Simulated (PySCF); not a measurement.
# [WO2]2+: structure of the triplet

Where does triplet [WO2]2+ go from a end-on start, is the end point a minimum, and what are its modes, charges and moments?

The runs use PySCF 2.14.0; PBE0, basis W def2-TZVP with ECP60, O def2-TZVP, scalar-relativistic core potentials, no spin–orbit coupling, density fitting.

## (1) The system as given

3 atoms, charge 2, spin multiplicity 3.

Bond lengths: W1–O2 2.060 Å, O2–O3 1.445 Å. Angles: W1–O2–O3 119.9°.

Z-matrix (Å, degrees; charge 2 multiplicity 3):
```
W
O  1 2.0600
O  2 1.4450 1 119.89
```

## (2) Finding the electronic state

One driver script runs all steps and calls PySCF; scf.py shows how it sets up the SCF of each step. The optimiser is the driver's own. After this first run the driver tries any further starts and a stability analysis.

File scf.py:

```python
from pyscf import gto, scf, dft
mol = gto.M(atom='''
W      0.000000     0.000000     0.000000
O      0.000000     0.000000     2.060000
O      1.252800     0.000000     2.780000''',
    basis={'W': 'def2-TZVP', 'O': 'def2-TZVP'},
    ecp={'W': 'def2-TZVP'},
    charge=2, spin=2)
mf = dft.UKS(mol, xc='PBE0')
mf.grids.atom_grid = (50, 194)
aux = {'W': 'def2-universal-JKFIT', 'O': 'def2-universal-JKFIT'}
mf = mf.density_fit(auxbasis=aux)
mf.conv_tol = 1e-08
mf.diis_space = 10
mf.max_cycle = 60
mf.init_guess = 'minao'
mf.verbose = 4
mf.kernel()
```

Run with:

```
OMP_NUM_THREADS=2 python axn.py task.json out
```

Standard output (excerpt; [...] marks lines left out):

```text
[... the frontier levels of the middle cycles are left out ...]
init E= -198.767473327101
[... the frontier-level lines of each cycle are left out ...]
cycle= 1 E= -214.928343502241  delta_E= -16.2  |g|= 1.22  |ddm|=  4.8
cycle= 2 E= -186.407004294483  delta_E= 28.5  |g|= 5.31  |ddm|= 5.51
cycle= 3 E= -205.149278655413  delta_E= -18.7  |g|= 4.03  |ddm|= 4.33
cycle= 4 E= -210.340887184788  delta_E= -5.19  |g|= 3.09  |ddm|= 0.901
cycle= 5 E= -212.043053104962  delta_E= -1.7  |g|=  2.6  |ddm|= 0.42
cycle= 6 E= -212.856507199049  delta_E= -0.813  |g|=  2.1  |ddm|= 0.341
cycle= 7 E= -215.832103717786  delta_E= -2.98  |g|= 1.05  |ddm|= 1.74
cycle= 8 E= -216.206617588932  delta_E= -0.375  |g|= 0.299  |ddm|=  0.5
cycle= 9 E= -216.27669347025  delta_E= -0.0701  |g|= 0.0839  |ddm|= 0.335
cycle= 10 E= -216.295017088125  delta_E= -0.0183  |g|= 0.0739  |ddm|= 0.277
cycle= 11 E= -216.297890118643  delta_E= -0.00287  |g|= 0.0941  |ddm|= 0.13
cycle= 12 E= -216.300501274509  delta_E= -0.00261  |g|= 0.0794  |ddm|= 0.0472
cycle= 13 E= -216.305245259986  delta_E= -0.00474  |g|= 0.00923  |ddm|= 0.139
cycle= 14 E= -216.305493703078  delta_E= -0.000248  |g|= 0.00815  |ddm|= 0.0434
[... 27 cycles left out ...]
cycle= 42 E= -216.30417593208  delta_E= 3.8e-06  |g|= 0.000464  |ddm|= 0.0202
cycle= 43 E= -216.30417468567  delta_E= 1.25e-06  |g|= 0.000158  |ddm|= 0.00825
cycle= 44 E= -216.304174509493  delta_E= 1.76e-07  |g|= 9.78e-05  |ddm|= 0.0014
cycle= 45 E= -216.304174136037  delta_E= 3.73e-07  |g|= 9.32e-05  |ddm|= 0.00268
cycle= 46 E= -216.304173949399  delta_E= 1.87e-07  |g|= 9.06e-05  |ddm|= 0.00149
cycle= 47 E= -216.304173838752  delta_E= 1.11e-07  |g|= 0.000104  |ddm|= 0.000823
cycle= 48 E= -216.304174081555  delta_E= -2.43e-07  |g|= 9.32e-05  |ddm|= 0.00179
cycle= 49 E= -216.304174039972  delta_E= 4.16e-08  |g|= 0.000111  |ddm|= 0.000546
cycle= 50 E= -216.304173339873  delta_E= 7e-07  |g|= 7.27e-05  |ddm|= 0.00548
cycle= 51 E= -216.304172938121  delta_E= 4.02e-07  |g|= 6.64e-05  |ddm|= 0.00345
cycle= 52 E= -216.304172118299  delta_E= 8.2e-07  |g|= 5.4e-05  |ddm|= 0.00868
cycle= 53 E= -216.304171294804  delta_E= 8.23e-07  |g|= 3.94e-05  |ddm|= 0.0168
cycle= 54 E= -216.304171245711  delta_E= 4.91e-08  |g|= 7.78e-06  |ddm|= 0.00458
cycle= 55 E= -216.304171244633  delta_E= 1.08e-09  |g|= 6.89e-06  |ddm|= 0.000635
Extra cycle  E= -216.304171244509  delta_E= 1.24e-10  |g|= 2.09e-05  |ddm|= 1.55e-05
converged SCF energy = -216.304171244509  <S^2> = 3.7227311  2S+1 = 3.9863422
```

This step, with its further starts and checks, ran for 18 s (2 threads of Arm Neoverse V1, shared host).

Energies from each starting density:

```tsv
start	energy (Eh)
the minimal-basis guess	-216.304171
a thermally smeared density	-216.317562
a smeared PBE density	-216.317562
```

The first run landed in a state that is too high. Following the other starts and the instabilities gains 35.2 kJ/mol (-216.31756 Eh), and the work goes on from there.

## (3) Relaxation: end-on start, triplet

The program finds Cs symmetry in the start, which this walk keeps. The walk stops when the largest gradient is under 0.0003 Eh/bohr and the energy has settled too.

Edit scf.py of step 2 so:

```diff
@@ -3,3 +3,3 @@
-W      0.000000     0.000000     0.000000
-O      0.000000     0.000000     2.060000
-O      1.252800     0.000000     2.780000''',
+W     -0.092796     0.000000    -0.358503
+O     -0.092796     0.000000     1.701497
+O      1.160004     0.000000     2.421497''',
@@ -16 +15,0 @@
-mf.init_guess = 'minao'
```

Steps of the walk:

```tsv
step	energy (Eh)	change (kJ/mol)	largest symmetric gradient (Eh/bohr)
0	-216.317562	0.00	0.11302
1	-216.360191	-111.92	0.02041
2	-216.364710	-123.79	0.01994
3	-216.368300	-133.21	0.02587
4	-216.370925	-140.11	0.02813
5	-216.374175	-148.64	0.01847
6	-216.376186	-153.92	0.00684
7	-216.376333	-154.30	0.00305
8	-216.376352	-154.35	0.00184
9	-216.376364	-154.39	0.00091
10	-216.376365	-154.39	0.00006
```

The walk took 34 s.

It settles in C∞v symmetry, 154.4 kJ/mol below the start, after 10 steps: O–O 1.193 Å, W–O 1.869 Å; O–O–W 180.0°.

## (4) Hessian and properties

The point is checked on the finer grid, and tightened if its gradient asks for it. The Hessian and the dipole derivatives come from central differences of analytic gradients, with steps of 0.02 bohr.

Edit scf.py of step 3 so:

```diff
@@ -3,3 +3,3 @@
-W     -0.092796     0.000000    -0.358503
-O     -0.092796     0.000000     1.701497
-O      1.160004     0.000000     2.421497''',
+W     -0.133349     0.000000    -0.339982
+O      0.548983    -0.000000     1.399668
+O      0.984618     0.000000     2.510350''',
@@ -10 +10 @@
-mf.grids.atom_grid = (50, 194)
+mf.grids.atom_grid = (75, 302)
@@ -13 +13 @@
-mf.conv_tol = 1e-08
+mf.conv_tol = 1e-10
```

This SCF starts from the last density.

Log of the central SCF (cycles and frontier levels):

```text
init E= -216.376338784716
[... the frontier-level lines of each cycle are left out ...]
cycle= 1 E= -216.376338784624  delta_E= 9.2e-11  |g|= 1.83e-05  |ddm|= 1.28e-05
cycle= 2 E= -216.376338784209  delta_E= 4.15e-10  |g|= 3.86e-05  |ddm|= 2.59e-05
cycle= 3 E= -216.376338784747  delta_E= -5.38e-10  |g|= 5.64e-07  |ddm|= 1.72e-05
cycle= 4 E= -216.376338784746  delta_E= 7.96e-13  |g|= 3.23e-07  |ddm|= 8.88e-07
Extra cycle  E= -216.376338784748  delta_E= -1.88e-12  |g|= 5.34e-07  |ddm|= 2.13e-06
converged SCF energy = -216.376338784748  <S^2> = 3.2690082  2S+1 = 3.7518039
```

The whole step took 39 s.

Geometry: C∞v; O–O 1.193 Å, W–O 1.869 Å; O–O–W 180.0°.

Modes, for the most abundant isotopes:

```json
{"symmetry": "π", "ω (cm⁻¹)": "231", "IR (km/mol)": "13.5"}
{"symmetry": "σ+", "ω (cm⁻¹)": "399", "IR (km/mol)": "15.8"}
{"symmetry": "σ+", "ω (cm⁻¹)": "1617", "IR (km/mol)": "37.6"}
```

All wavenumbers are real: a minimum.

Constants and moments:

```
Dipole moment about the centre of mass                          : 0.40 D
Highest occupied level                                          : -20.67 eV
Lowest empty level                                              : -17.66 eV
Rotational constants                                            : 0.09524 cm⁻¹
Zero-point energy                                               : 14.8 kJ/mol
Principal polarisabilities                                      : 16.7, 16.7, 55.3 bohr³
Principal traceless quadrupole moments about the centre of mass : -6.62, -6.62, 13.23 D Å
Entropy at 298.15 K and 1 bar (electronic part: spin only)      : 277.0 J/(mol K)
Heat capacity Cp at 298.15 K                                    : 50.5 J/(mol K)
Enthalpy at 298.15 K above 0 K                                  : 12.20 kJ/mol
Rotational symmetry number                                      : 1
Spin squared ⟨S²⟩                                               : 3.269
```

Populations by atom (charges in e):

| atom | Mulliken | Löwdin | polar tensor | spin (Mulliken) | Mayer order to W1 |
| --- | --- | --- | --- | --- | --- |
| W1 | 1.75 | 1.58 | 1.56 | 3.59 | – |
| O2 | -0.01 | 0.11 | 0.25 | -0.51 | 0.91 |
| O3 | 0.26 | 0.31 | 0.19 | -1.08 | 0.38 |

Mulliken populations on W1 (outside its core potential): s 2.06, p 6.05, d 4.11, f 0.03.

## (5) Outcome

| quantity | value |
| --- | --- |
| minimum | broken-symmetry (Ms = 1), C∞v |
| geometry | O–O 1.193 Å, W–O 1.869 Å; O–O–W 180.0° |
| wavenumbers (cm⁻¹) | 231 (π), 399 (σ+), 1617 (σ+) |
| dipole moment (centre of mass) | 0.40 D |
| highest occupied, lowest empty level (either spin) | -20.67, -17.66 eV |
| polar-tensor charge of W1 | +1.56 e |
| zero-point energy | 14.8 kJ/mol |
| entropy at 298.15 K | 277.0 J/(mol K) |
| ⟨S²⟩ | 3.269 |

The end-on start (Cs) ends in a minimum of C∞v symmetry. The determinant is spin-contaminated (⟨S²⟩ = 3.27 against 2.00), so it is no pure spin state. In the infrared the band at 1617 cm⁻¹ (σ+) leads. The first SCF alone would have been 35 kJ/mol too high. Other starts or spin states, not run here, may lie lower. One determinant may miss the lowest occupation of an open d or f shell. Spin–orbit coupling, left out here, can matter for elements this heavy.

The search up to here took 91 s.
